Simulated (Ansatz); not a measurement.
# CH₄OSe: functionals against CCSD(T) at one geometry

The task here is to estimate one member of a computed series from the others.

Method: single points in def2-TZVPP; program: Ansatz 0.2.0, Gaussian basis.

Correlated methods freeze the cores. Filled d shells of the heavier atoms are correlated.

### Where the work starts

SMILES `CO[SeH]`, 7 atoms, charge 0, spin multiplicity 1.

Atoms are counted from 1 here; the program's logs count them from 0.

Bond lengths: C1–O2 1.331 Å, C1–H4 0.974 Å, C1–H5 1.056 Å, C1–H6 1.207 Å, O2–Se3 1.806 Å, Se3–H7 1.568 Å. Angles: O2–C1–H4 117.6°, O2–C1–H5 113.6°, O2–C1–H6 129.1°, H4–C1–H5 90.5°, H4–C1–H6 101.6°, H5–C1–H6 96.2°, C1–O2–Se3 123.1°, O2–Se3–H7 91.3°.

Geometry (Å):

```
C    -0.6182    0.5947   -0.1106
O    -0.5300   -0.7092    0.1432
Se    0.8523   -1.7299   -0.4121
H    -0.4735    0.8862   -1.0288
H     0.2251    1.1452    0.2073
H    -1.4437    1.3895    0.2695
H     1.7564   -1.2048    0.7568
```

The first run:

Contents of run/in.yaml:

```yaml
crystal:
  periodic: [false, false, false]
  atoms:
    - {symbol: C, position_ang: [-0.618200, 0.594700, -0.110600]}
    - {symbol: O, position_ang: [-0.530000, -0.709200, 0.143200]}
    - {symbol: Se, position_ang: [0.852300, -1.729900, -0.412100]}
    - {symbol: H, position_ang: [-0.473500, 0.886200, -1.028800]}
    - {symbol: H, position_ang: [0.225100, 1.145200, 0.207300]}
    - {symbol: H, position_ang: [-1.443700, 1.389500, 0.269500]}
    - {symbol: H, position_ang: [1.756400, -1.204800, 0.756800]}
basis:
  gaussian: {orbitals: def2-TZVPP}
correlation: {method: ccsd_t}
output: {forces: true}
```

No record of the launch command was kept for these runs.

Among the steps run: CCSD(T)/def2-TZVPP; PBE0-D4/def2-TZVPP; wB97M-V/def2-TZVPP; r2SCAN-D4/def2-TZVPP; PBE-D4/def2-TZVPP; B97M-V/def2-TZVPP; r2SCANh-D4/def2-TZVPP.

One table of the session follows, with a row left open; its other results are not shown here.

| method | RMS force component (eV/Å) | angle to CCSD(T) forces (°) | dipole (D) |
| --- | --- | --- | --- |
| CCSD(T) | 2.251 | reference | 1.35 |
| PBE0-D4 | 2.170 | 4.1 | 1.35 |
| wB97M-V | ? | ? | ? |
| r2SCAN-D4 | 2.185 | 2.8 | 1.30 |
| PBE-D4 | 2.181 | 7.2 | 1.25 |
| B97M-V | 2.143 | 3.0 | 1.24 |
| r2SCANh-D4 | 2.181 | 2.5 | 1.33 |

Estimate the missing values for wB97M-V.

**Answer.** RMS force component (eV/Å): 2.211; angle to CCSD(T) forces (°): 2.1; dipole (D): 1.38. In the column «RMS force component (eV/Å)» it lies between r2SCAN-D4 (2.185) and CCSD(T) (2.251).
